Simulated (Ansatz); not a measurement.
# CH₃Ga (triplet): B2PLYP, RPA-PBE over vertical spin and charge gaps, cc-pVTZ

How well do these functionals follow the top wave-function level for CH₃Ga (triplet) over vertical spin and charge gaps?

The runs use Ansatz 0.2.0, Gaussian basis; cc-pVTZ, all electrons in the functionals, frozen cores in the correlation of double hybrids and RPA.

The runs, in order: B2PLYP, RPA-PBE, at charge 0, triplet; charge 0, singlet; charge 0, quintet; charge 1, doublet; charge 1, quartet.

7 further runs of the same task are left out: 1 for a known fault of the program, 6 set aside as unsound or not needed.

### 1 The geometry

The geometry is a PBE0/def2-TZVP stationary point (not a proven minimum). No spin-orbit coupling is included. The filled d shell of Ga may be among the frozen orbitals whatever the setting's name suggests; the logs give the count.

5 atoms, charge 0, spin multiplicity 3.

Atoms are counted from 1 here; the program's logs count them from 0.

Bond lengths: C1–Ga2 1.914 Å, C1–H3 1.085 Å, Ga2–H4 1.568 Å, Ga2–H5 1.562 Å. Angles: Ga2–C1–H3 154.1°, C1–Ga2–H4 118.8°, C1–Ga2–H5 118.2°, H4–Ga2–H5 123.0°.

No dispersion term is added.

The geometry shown and the zero of energy belong to the point charge 0, triplet. The yardstick, UCCSDT(Q), and other wave-function levels (R restricted, U unrestricted, valence and pair active spaces) come from earlier runs.

### 2 B2PLYP, charge 0, triplet

Input file in.yaml:

```yaml
crystal:
  periodic: [false, false, false]
  atoms:
    - {symbol: C, position_ang: [0.000000, -0.088918, 1.623428]}
    - {symbol: Ga, position_ang: [0.000000, 0.009148, -0.287682]}
    - {symbol: H, position_ang: [0.000000, 0.334283, 2.622499]}
    - {symbol: H, position_ang: [0.000000, 1.420032, -0.970828]}
    - {symbol: H, position_ang: [0.000000, -1.327540, -1.096565]}
basis:
  gaussian: {orbitals: cc-pVTZ}
magnetization: {spin_polarized: true, initial_magnetization: 2}
hamiltonian: {xc: {name: B2PLYP}}
correlation: {electrons: outside_noble_gas}
```

Started as:

```
> ansatz run in.yaml --threads 2 --pin off --events-out ev --progress --plain --max-ram 16896MiB --backend cuda --devices 0, --max-vram 18GiB
```

Output:

```text
Functional definition: B2PLYP
  name "B2PLYP"
  cite "Grimme, J. Chem. Phys. 124, 034108 (2006) doi:10.1063/1.2148954"
  cite "Becke, Phys. Rev. A 38, 3098 (1988) doi:10.1103/PhysRevA.38.3098"
  cite "Lee, Yang & Parr, Phys. Rev. B 37, 785 (1988) doi:10.1103/PhysRevB.37.785"
  parameter a = 0.53
  parameter c = 0.27
  exchange = (1 - a)*b88_x + a*exact_x
  correlation = (1 - c)*lyp_c + c*(mp2_os + mp2_ss)
684 factors; integrals over basis functions are off by at most 1.5e-3 eV
mean field evaluation 1: about -53445.5005 eV, gradient 1.7e1 eV
mean field evaluation 2: about -53445.5191 eV, gradient 1.7e1 eV
mean field evaluation 4: about -53446.9316 eV, gradient 1.5e0 eV
mean field evaluation 8: about -53446.9539 eV, gradient 5.9e-2 eV
mean field evaluation 16: about -53446.9540 eV, gradient 1.3e-4 eV
mean field -53446.95397124 eV, -1964.1393307966 hartree, gradient 6.8e-6 eV, S^2 2.011582; 0 other end points of the search recorded, 0 dependent functions left out
15 core orbitals not correlated: weight in the atoms' cores, before any rotation towards them, 0.992 or more for the frozen orbitals, at most 0.010 for the correlated occupied ones
reference -53446.95411750 eV, -1964.1393361716 hartree; 6, 4 occupied and 94, 96 virtual orbitals, 684 factors
second order -6.31832949 eV of doubles, -0.00000000 eV of singles
Total energy: -53448.66006647 eV, -1964.2020286396 hartree
```

Wall time 1.5 s (1 × H100 (card shared with other runs) with 2 threads of AMD EPYC 7R13, shared host); peak host memory 0.8 GiB.

From the report: ⟨S²⟩ of the determinant 2.012 (pure triplet: 2.00).

### 3 B2PLYP, charge 0, singlet

Changes to in.yaml since step 2:

```diff
@@ -10,3 +10,3 @@
   gaussian: {orbitals: cc-pVTZ}
-magnetization: {spin_polarized: true, initial_magnetization: 2}
+magnetization: {spin_polarized: true, initial_magnetization: 0}
 hamiltonian: {xc: {name: B2PLYP}}
```

Started as:

```
> ansatz run in.yaml --threads 1 --pin off --events-out ev --progress --plain --max-ram 2816MiB --backend cpu
```

Output (excerpt; [...] marks lines left out):

```text
Functional definition: B2PLYP
  name "B2PLYP"
  cite "Grimme, J. Chem. Phys. 124, 034108 (2006) doi:10.1063/1.2148954"
  cite "Becke, Phys. Rev. A 38, 3098 (1988) doi:10.1103/PhysRevA.38.3098"
  cite "Lee, Yang & Parr, Phys. Rev. B 37, 785 (1988) doi:10.1103/PhysRevB.37.785"
[...]
684 factors; integrals over basis functions are off by at most 1.5e-3 eV
[...]
mean field -53446.52748365 eV, -1964.1236576666 hartree, gradient 3.8e-8 eV, S^2 0.984266; 5 other end points of the search recorded, 0 dependent functions left out
15 core orbitals not correlated: weight in the atoms' cores, before any rotation towards them, 0.994 or more for the frozen orbitals, at most 0.005 for the correlated occupied ones
reference -53446.52762917 eV, -1964.1236630144 hartree; 5, 5 occupied and 95, 95 virtual orbitals, 684 factors
second order -6.45555289 eV of doubles, -0.00000000 eV of singles
Total energy: -53448.27062845 eV, -1964.1877170564 hartree
```

Run time: 20 s. Hardware: 1 thread of AMD EPYC 7R13, shared host; peak memory 0.31 GiB.

From the report: ⟨S²⟩ of the determinant 0.984 (pure singlet: 0.00). The determinant is far from a pure spin state, so its energy mixes those of several spin states (harmless only where they are near-degenerate, as at dissociation).

From charge 0, triplet: +37.6 kJ/mol.

### 4 B2PLYP, charge 0, quintet

Changes to in.yaml since step 3:

```diff
@@ -10,3 +10,3 @@
   gaussian: {orbitals: cc-pVTZ}
-magnetization: {spin_polarized: true, initial_magnetization: 0}
+magnetization: {spin_polarized: true, initial_magnetization: 4}
 hamiltonian: {xc: {name: B2PLYP}}
```

Started as:

```
> ansatz run in.yaml --threads 2 --pin off --events-out ev --progress --plain --max-ram 16896MiB --backend cuda --devices 0, --max-vram 18GiB
```

Output (excerpt; [...] marks lines left out):

```text
Functional definition: B2PLYP
  name "B2PLYP"
  cite "Grimme, J. Chem. Phys. 124, 034108 (2006) doi:10.1063/1.2148954"
  cite "Becke, Phys. Rev. A 38, 3098 (1988) doi:10.1103/PhysRevA.38.3098"
  cite "Lee, Yang & Parr, Phys. Rev. B 37, 785 (1988) doi:10.1103/PhysRevB.37.785"
[...]
684 factors; integrals over basis functions are off by at most 1.5e-3 eV
[...]
mean field -53441.10075309 eV, -1963.9242289968 hartree, gradient 5.3e-6 eV, S^2 6.029954; 4 other end points of the search recorded, 0 dependent functions left out
15 core orbitals not correlated: weight in the atoms' cores, before any rotation towards them, 0.992 or more for the frozen orbitals, at most 0.007 for the correlated occupied ones
reference -53441.10089882 eV, -1963.9242343524 hartree; 7, 3 occupied and 93, 97 virtual orbitals, 684 factors
second order -6.15506770 eV of doubles, -0.00000000 eV of singles
Total energy: -53442.76276710 eV, -1963.9853068852 hartree
```

Run time: 2.9 s. Hardware: 1 × H100 (card shared with other runs) with 2 threads of AMD EPYC 7R13, shared host; peak host memory 0.8 GiB.

From the report: ⟨S²⟩ of the determinant 6.030 (pure quintet: 6.00).

From charge 0, triplet: +569.0 kJ/mol.

### 5 B2PLYP, charge 1, doublet

Changes to in.yaml since step 4:

```diff
@@ -10,3 +10,4 @@
   gaussian: {orbitals: cc-pVTZ}
-magnetization: {spin_polarized: true, initial_magnetization: 4}
+total_charge: 1
+magnetization: {spin_polarized: true, initial_magnetization: 1}
 hamiltonian: {xc: {name: B2PLYP}}
```

Same command.

Output (excerpt; [...] marks lines left out):

```text
Functional definition: B2PLYP
  name "B2PLYP"
  cite "Grimme, J. Chem. Phys. 124, 034108 (2006) doi:10.1063/1.2148954"
  cite "Becke, Phys. Rev. A 38, 3098 (1988) doi:10.1103/PhysRevA.38.3098"
  cite "Lee, Yang & Parr, Phys. Rev. B 37, 785 (1988) doi:10.1103/PhysRevB.37.785"
[...]
684 factors; integrals over basis functions are off by at most 1.5e-3 eV
[...]
mean field -53437.76372463 eV, -1963.8015954628 hartree, gradient 3.8e-6 eV, S^2 0.771283; 5 other end points of the search recorded, 0 dependent functions left out
15 core orbitals not correlated: weight in the atoms' cores, before any rotation towards them, 0.982 or more for the frozen orbitals, at most 0.018 for the correlated occupied ones
reference -53437.76386620 eV, -1963.8016006656 hartree; 5, 4 occupied and 95, 96 virtual orbitals, 684 factors
second order -5.87123568 eV of doubles, -0.00000000 eV of singles
Total energy: -53439.34909983 eV, -1963.8598569271 hartree
```

Wall time 2.1 s (1 × H100 (card shared with other runs) with 2 threads of AMD EPYC 7R13, shared host); peak host memory 0.8 GiB.

From the report: ⟨S²⟩ of the determinant 0.771 (pure doublet: 0.75).

From charge 0, triplet: +898.4 kJ/mol.

### 6 B2PLYP, charge 1, quartet

Changes to in.yaml since step 5:

```diff
@@ -11,3 +11,3 @@
 total_charge: 1
-magnetization: {spin_polarized: true, initial_magnetization: 1}
+magnetization: {spin_polarized: true, initial_magnetization: 3}
 hamiltonian: {xc: {name: B2PLYP}}
```

The command is unchanged.

Output (excerpt; [...] marks lines left out):

```text
Functional definition: B2PLYP
  name "B2PLYP"
  cite "Grimme, J. Chem. Phys. 124, 034108 (2006) doi:10.1063/1.2148954"
  cite "Becke, Phys. Rev. A 38, 3098 (1988) doi:10.1103/PhysRevA.38.3098"
  cite "Lee, Yang & Parr, Phys. Rev. B 37, 785 (1988) doi:10.1103/PhysRevB.37.785"
[...]
684 factors; integrals over basis functions are off by at most 1.5e-3 eV
[...]
mean field -53435.96733559 eV, -1963.7355793833 hartree, gradient 3.4e-6 eV, S^2 3.793233; 2 other end points of the search recorded, 0 dependent functions left out
15 core orbitals not correlated: weight in the atoms' cores, before any rotation towards them, 0.993 or more for the frozen orbitals, at most 0.005 for the correlated occupied ones
reference -53435.96747780 eV, -1963.7355846094 hartree; 6, 3 occupied and 94, 97 virtual orbitals, 684 factors
second order -5.56151304 eV of doubles, -0.00000000 eV of singles
Total energy: -53437.46908632 eV, -1963.7907677047 hartree
```

It took 1.9 s on 1 × H100 (card shared with other runs) with 2 threads of AMD EPYC 7R13, shared host; peak host memory 0.8 GiB.

From the report: ⟨S²⟩ of the determinant 3.793 (pure quartet: 3.75).

From charge 0, triplet: +1079.8 kJ/mol.

### 7 RPA-PBE, charge 0, triplet

Changes to in.yaml since step 6:

```diff
@@ -10,5 +10,4 @@
   gaussian: {orbitals: cc-pVTZ}
-total_charge: 1
-magnetization: {spin_polarized: true, initial_magnetization: 3}
-hamiltonian: {xc: {name: B2PLYP}}
-correlation: {electrons: outside_noble_gas}
+magnetization: {spin_polarized: true, initial_magnetization: 2}
+hamiltonian: {xc: {name: PBE}}
+correlation: {method: rpa, electrons: outside_noble_gas}
```

Same command.

Output (excerpt; [...] marks lines left out):

```text
Functional definition: PBE
  name "PBE"
  cite "Perdew, Burke & Ernzerhof, Phys. Rev. Lett. 77, 3865 (1996) doi:10.1103/PhysRevLett.77.3865"
  parent pbe
[...]
684 factors; integrals over basis functions are off by at most 1.5e-3 eV
[...]
mean field -53451.35665620 eV, -1964.3011264846 hartree, gradient 6.8e-7 eV, S^2 2.007283; 0 other end points of the search recorded, 0 dependent functions left out
15 core orbitals not correlated: weight in the atoms' cores, before any rotation towards them, 0.983 or more for the frozen orbitals, at most 0.019 for the correlated occupied ones
reference -53409.65317741 eV, -1962.7685519066 hartree; 6, 4 occupied and 94, 96 virtual orbitals, 684 factors
Total energy: -53420.39468955 eV, -1963.1632951970 hartree
```

It took 2.3 s on 1 × H100 (card shared with other runs) with 2 threads of AMD EPYC 7R13, shared host; peak host memory 0.88 GiB.

From the report: ⟨S²⟩ of the determinant 2.007 (pure triplet: 2.00).

### 8 RPA-PBE, charge 0, singlet

Changes to in.yaml since step 7:

```diff
@@ -10,3 +10,3 @@
   gaussian: {orbitals: cc-pVTZ}
-magnetization: {spin_polarized: true, initial_magnetization: 2}
+magnetization: {spin_polarized: true, initial_magnetization: 0}
 hamiltonian: {xc: {name: PBE}}
```

Started as:

```
> ansatz run in.yaml --threads 1 --pin off --events-out ev --progress --plain --max-ram 2816MiB --backend cpu
```

Output (excerpt; [...] marks lines left out):

```text
Functional definition: PBE
  name "PBE"
  cite "Perdew, Burke & Ernzerhof, Phys. Rev. Lett. 77, 3865 (1996) doi:10.1103/PhysRevLett.77.3865"
  parent pbe
[...]
684 factors; integrals over basis functions are off by at most 1.5e-3 eV
[...]
mean field -53451.01950962 eV, -1964.2887365761 hartree, gradient 2.9e-6 eV, S^2 0.947675; 13 other end points of the search recorded, 0 dependent functions left out
15 core orbitals not correlated: weight in the atoms' cores, before any rotation towards them, 0.988 or more for the frozen orbitals, at most 0.013 for the correlated occupied ones
reference -53408.88183808 eV, -1962.7402057090 hartree; 5, 5 occupied and 95, 95 virtual orbitals, 684 factors
Total energy: -53419.98156161 eV, -1963.1481130252 hartree
```

It took 22 s on 1 thread of AMD EPYC 7R13, shared host; peak memory 0.26 GiB.

From the report: ⟨S²⟩ of the determinant 0.948 (pure singlet: 0.00). The determinant is far from a pure spin state, so its energy mixes those of several spin states (harmless only where they are near-degenerate, as at dissociation).

From charge 0, triplet: +39.9 kJ/mol.

### 9 RPA-PBE, charge 0, quintet

Changes to in.yaml since step 8:

```diff
@@ -10,3 +10,3 @@
   gaussian: {orbitals: cc-pVTZ}
-magnetization: {spin_polarized: true, initial_magnetization: 0}
+magnetization: {spin_polarized: true, initial_magnetization: 4}
 hamiltonian: {xc: {name: PBE}}
```

Started as:

```
> ansatz run in.yaml --threads 2 --pin off --events-out ev --progress --plain --max-ram 16896MiB --backend cuda --devices 0, --max-vram 18GiB
```

Output (excerpt; [...] marks lines left out):

```text
Functional definition: PBE
  name "PBE"
  cite "Perdew, Burke & Ernzerhof, Phys. Rev. Lett. 77, 3865 (1996) doi:10.1103/PhysRevLett.77.3865"
  parent pbe
[...]
684 factors; integrals over basis functions are off by at most 1.5e-3 eV
[...]
mean field -53445.89059846 eV, -1964.1002525676 hartree, gradient 5.9e-6 eV, S^2 6.010283; 9 other end points of the search recorded, 0 dependent functions left out
15 core orbitals not correlated: weight in the atoms' cores, before any rotation towards them, 0.986 or more for the frozen orbitals, at most 0.015 for the correlated occupied ones
reference -53403.85120417 eV, -1962.5553333227 hartree; 7, 3 occupied and 93, 97 virtual orbitals, 684 factors
Total energy: -53414.73738679 eV, -1962.9553931551 hartree
```

Run time: 4.5 s. Hardware: 1 × H100 (card shared with other runs) with 2 threads of AMD EPYC 7R13, shared host; peak host memory 0.88 GiB.

From the report: ⟨S²⟩ of the determinant 6.010 (pure quintet: 6.00).

From charge 0, triplet: +545.8 kJ/mol.

### 10 RPA-PBE, charge 1, doublet

Changes to in.yaml since step 9:

```diff
@@ -10,3 +10,4 @@
   gaussian: {orbitals: cc-pVTZ}
-magnetization: {spin_polarized: true, initial_magnetization: 4}
+total_charge: 1
+magnetization: {spin_polarized: true, initial_magnetization: 1}
 hamiltonian: {xc: {name: PBE}}
```

Launched as before.

Output (excerpt; [...] marks lines left out):

```text
Functional definition: PBE
  name "PBE"
  cite "Perdew, Burke & Ernzerhof, Phys. Rev. Lett. 77, 3865 (1996) doi:10.1103/PhysRevLett.77.3865"
  parent pbe
[...]
684 factors; integrals over basis functions are off by at most 1.5e-3 eV
[...]
mean field -53442.21975538 eV, -1963.9653515728 hartree, gradient 2.0e-6 eV, S^2 0.843556; 10 other end points of the search recorded, 0 dependent functions left out
15 core orbitals not correlated: weight in the atoms' cores, before any rotation towards them, 0.976 or more for the frozen orbitals, at most 0.028 for the correlated occupied ones
reference -53400.14008327 eV, -1962.4189521451 hartree; 5, 4 occupied and 95, 96 virtual orbitals, 684 factors
Total energy: -53410.98304230 eV, -1962.8174235401 hartree
```

It took 3.6 s on 1 × H100 (card shared with other runs) with 2 threads of AMD EPYC 7R13, shared host; peak host memory 0.88 GiB.

From the report: ⟨S²⟩ of the determinant 0.844 (pure doublet: 0.75).

From charge 0, triplet: +908.1 kJ/mol.

### 11 RPA-PBE, charge 1, quartet

Changes to in.yaml since step 10:

```diff
@@ -11,3 +11,3 @@
 total_charge: 1
-magnetization: {spin_polarized: true, initial_magnetization: 1}
+magnetization: {spin_polarized: true, initial_magnetization: 3}
 hamiltonian: {xc: {name: PBE}}
```

Launched as before.

Output (excerpt; [...] marks lines left out):

```text
Functional definition: PBE
  name "PBE"
  cite "Perdew, Burke & Ernzerhof, Phys. Rev. Lett. 77, 3865 (1996) doi:10.1103/PhysRevLett.77.3865"
  parent pbe
[...]
684 factors; integrals over basis functions are off by at most 1.5e-3 eV
[...]
mean field -53440.42448040 eV, -1963.8993764339 hartree, gradient 5.2e-7 eV, S^2 3.762583; 4 other end points of the search recorded, 0 dependent functions left out
15 core orbitals not correlated: weight in the atoms' cores, before any rotation towards them, 0.989 or more for the frozen orbitals, at most 0.010 for the correlated occupied ones
reference -53398.91836605 eV, -1962.3740548654 hartree; 6, 3 occupied and 94, 97 virtual orbitals, 684 factors
Total energy: -53409.11950436 eV, -1962.7489397840 hartree
```

Run time: 2.8 s. Hardware: 1 × H100 (card shared with other runs) with 2 threads of AMD EPYC 7R13, shared host; peak host memory 0.88 GiB.

From the report: ⟨S²⟩ of the determinant 3.763 (pure quartet: 3.75).

From charge 0, triplet: +1087.9 kJ/mol.

### 12 Against the wave-function levels

The yardstick is UCCSDT(Q), where the cluster series has nearly closed. It comes from earlier runs at the same points. Energies in kJ/mol, counted from charge 0, triplet; blanks weren't run or aren't comparable.

```tsv
level	triplet to singlet	triplet to quintet	ionisation to the doublet cation	ionisation to the quartet cation
UCCSDT(Q)		570.4	903.2	1090.5
B2PLYP	37.6	569.0	898.4	1079.8
RPA-PBE	39.9	545.8	908.1	1087.9
```

Largest miss and mean time a point (UCCSDT(Q) took 22 s a point; shared hosts):

```tsv
level	largest miss (kJ/mol)	where	time a point
B2PLYP	-10.8	ionisation to the quartet cation	5.6 s
RPA-PBE	-24.6	triplet to quintet	7 s
```

### 13 Outcome

| quantity | value |
| --- | --- |
| triplet to quintet, UCCSDT(Q) | 570.4 kJ/mol |
| ionisation to the doublet cation, UCCSDT(Q) | 903.2 kJ/mol |
| ionisation to the quartet cation, UCCSDT(Q) | 1090.5 kJ/mol |
| largest miss, B2PLYP | -10.8 kJ/mol (ionisation to the quartet cation) |
| largest miss, RPA-PBE | -24.6 kJ/mol (triplet to quintet) |

In words: Misses are known at 3 of 4 points at best, and only functionals with that many are ranked. Of the functionals, B2PLYP keep the smallest largest miss at the points compared (at most 10.8 kJ/mol) and RPA-PBE strays most (24.6 kJ/mol, at triplet to quintet). B2PLYP, RPA-PBE clearly break the spin symmetry at some points (⟨S²⟩ up to 0.98 above the pure value), so energy there is bought with a mixed spin. Functionals and the yardstick converge differently with the basis, so part of each miss in cc-pVTZ is the basis. The program flags that the yardstick's amplitudes may have other solutions at some points.
